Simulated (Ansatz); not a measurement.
# GePH₃ (triplet): from Hartree-Fock to the top rungs, cc-pVDZ

Aim: climb from Hartree-Fock through coupled cluster and multireference methods for GePH₃ (triplet) at one geometry and basis, and see what each rung misses.

The runs use Ansatz 0.2.0, Gaussian basis; cc-pVDZ, core rule «outside noble gas», up to 19 orbitals frozen.

Plan: UHF; CCSD(T) on ROHF; CCSD(T) on UHF; BCCD(T) on ROHF; CISD; CCSDT(Q) on ROHF; CCSDT(Q) on UHF; CASSCF and NEVPT2, 12 electrons in 11 orbitals.

29 further runs of the same task are left out: 2 for a known fault of the program, 16 that didn't finish, 11 set aside as unsound or not needed.

## 1. The geometry

The geometry is a PBE0/def2-TZVP stationary point (not a proven minimum). No spin-orbit coupling is included. The filled d shell of Ge may be among the frozen orbitals whatever the setting's name suggests; the logs give the count.

5 atoms, charge 0, spin multiplicity 3.

Atoms are counted from 1 here; the program's logs count them from 0.

Bond lengths: Ge1–P2 2.312 Å, Ge1–H3 1.539 Å, Ge1–H4 1.539 Å, Ge1–H5 1.539 Å. Angles: P2–Ge1–H3 110.1°, P2–Ge1–H4 110.1°, P2–Ge1–H5 110.1°, H3–Ge1–H4 108.8°, H3–Ge1–H5 108.8°, H4–Ge1–H5 108.8°.

## 2. UHF

Contents of in.yaml:

```yaml
crystal:
  periodic: [false, false, false]
  atoms:
    - {symbol: Ge, position_ang: [-0.656484, -0.004808, 0.000881]}
    - {symbol: P, position_ang: [1.655316, 0.012124, -0.002222]}
    - {symbol: H, position_ang: [-1.195968, 1.436850, 0.003923]}
    - {symbol: H, position_ang: [-1.178396, -0.733455, 1.252326]}
    - {symbol: H, position_ang: [-1.181787, -0.729442, -1.251475]}
basis:
  gaussian: {orbitals: cc-pVDZ}
magnetization: {spin_polarized: true, initial_magnetization: 2}
hamiltonian: {xc: hf}
output: {orbitals: {seedname: orbitals}}
```

On the command line:

```
$ ansatz run in.yaml --threads 1 --pin off --events-out ev --progress --plain --max-ram 2393MiB
```

Further steps of the session: CCSD(T) on ROHF; CCSD(T) on UHF; BCCD(T) on ROHF; CISD; CCSDT(Q) on ROHF; CCSDT(Q) on UHF; CASSCF and NEVPT2, 12 electrons in 11 orbitals.

Before running them: what should the planned runs give, taken together? Wanted: UCCSDT(Q) below the RHF energy; RMP2 from UCCSDT(Q); UMP2 from UCCSDT(Q); RCCSD from UCCSDT(Q); RCCSD(T) from UCCSDT(Q); UCCSD(T) from UCCSDT(Q); RCCSDT(Q) from UCCSDT(Q); NEVPT2 valence from UCCSDT(Q); T1 diagnostic.

The runs gave:

```
                         quantity                                                   value
   UCCSDT(Q) below the RHF energy                                              -6.2369 eV
              RMP2 from UCCSDT(Q)                                         +29.93 kcal/mol
              UMP2 from UCCSDT(Q)                                         +30.44 kcal/mol
             RCCSD from UCCSDT(Q)                                          +4.25 kcal/mol
          RCCSD(T) from UCCSDT(Q)                                          +0.88 kcal/mol
          UCCSD(T) from UCCSDT(Q)                                          +0.86 kcal/mol
         RCCSDT(Q) from UCCSDT(Q)                                          +0.01 kcal/mol
    NEVPT2 valence from UCCSDT(Q)                                         +27.73 kcal/mol
levels within 1 kcal/mol (43 meV)  RCCSD(T), UCCSD(T), BCCD(T), RCCSDT, UCCSDT, RCCSDT(Q)
                    T1 diagnostic                                                   0.018
   effectively unpaired electrons                                                    2.02
```

RCCSD(T) misses by +0.88 kcal/mol, 0.6 % of the correlation energy. One determinant dominates. These misses are within one basis, not against nature; the frozen cores of restricted and unrestricted runs differ, which can shift their rows.
